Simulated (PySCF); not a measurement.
# H2Ir: the cost of one run

The runs use PySCF 2.14.0; each script names its method and basis.

1 further run of the same task is left out (for a known fault of the program).

## 1. The starting structure

IrH2⁺ (triplet): 3 atoms, charge 1, spin multiplicity 3.

Bond lengths: Ir1–H2 1.543 Å, Ir1–H3 1.543 Å. Angles: H2–Ir1–H3 67.8°.

As a file:

```
Ir    0.00000    0.00000   -0.01320
H     0.86110    0.00000    1.26730
H    -0.86110    0.00000    1.26730
```

## 2. The run that the others are compared with

The input, input.py:

```python
from pyscf import gto, dft

mol = gto.M(
    atom='Ir 0 0 -0.0132; H 0.8611 0 1.2673; H -0.8611 0 1.2673',
    basis='jorge-dzp-dkh',
    charge=1,
    spin=2,
    verbose=4,
)
mf = dft.UKS(mol, xc='tpssh')
mf = mf.sfx2c1e()
mf.level_shift = 0.3
mf.kernel()
g = mf.nuc_grad_method()
g.grid_response = True
g.kernel()
mf.dip_moment()
print('orbital energies (hartree):', [e[max(0, n-3):n+3].round(4) for e, n in zip(mf.mo_energy, mol.nelec)])
```

Command:

```console
> OMP_NUM_THREADS=1 python input.py
```

Q: Estimate wall time and peak memory on 1 thread of Intel Xeon Platinum 8375C at 2.90GHz, shared host.

About 26 s, with a peak of 0.36 GiB.
